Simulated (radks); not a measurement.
# Taking charge from the 3p level of Kr³⁺ in fractions

One table from this session's results is given with a row withheld; the runs are named, their logs left out.

The numbers are computed with radks (a radial shooting solver on a logarithmic mesh, Libxc functionals) version 1 (Dirac Kohn-Sham, PBE, spin-unpolarised, spherical densities, finite nucleus; open shells fill j = l - 1/2 first), except any that are marked as measured or tabulated.

## The atom as given

| Quantity | Value |
| --- | --- |
| element | krypton (Z = 36) |
| charge | +3 |
| electrons | 33 |
| configuration | [Ne] 3s2 3p(1/2: 2, 3/2: 4) 3d10 4s2 4p3 |
| nuclear rms radius | 4.1884 fm |

A shell typed twice in an input gives the lower j, then the higher j.

The first run:

Settings of this run:

```text
Z 36
configuration [Ne] 3s2 3p2 3p4 3d10 4s2 4p3
relativity Dirac
functional pbe,pbe
spin unpolarised
j_filling energy
nucleus finite rms 4.1884 fm
c 137.035999084
```

Steps of the session up to this table: Start: [Ne] 3s2 3p(1/2: 2, 3/2: 4) 3d10 4s2 4p3.

One of the session's tables, all rows but one given; the rest of the session is left out.

It belongs to the step «Start: [Ne] 3s2 3p(1/2: 2, 3/2: 4) 3d10 4s2 4p3». Radial moments (bohr):

```
level     <r>  outermost maximum (interpolated)  90 % within  nodes
3s1/2  0.5298                             0.467        0.788      2
3p1/2  0.5329                             0.457        0.813      1
3p3/2  0.5433                             0.466        0.828      1
3d3/2  0.5513                             0.409        0.902      0
3d5/2       ?                                 ?            ?      ?
4s1/2   1.466                              1.30         2.14      3
4p1/2   1.647                              1.44         2.43      2
4p3/2   1.673                              1.46         2.47      2
```

Q: Estimate the row for 3d5/2 from the others.

The run gave: <r>: 0.5551; outermost maximum (interpolated): 0.412; 90 % within: 0.908; nodes: 0. In the column «<r>» it lies between 3d3/2 (0.5513) and 4s1/2 (1.466).
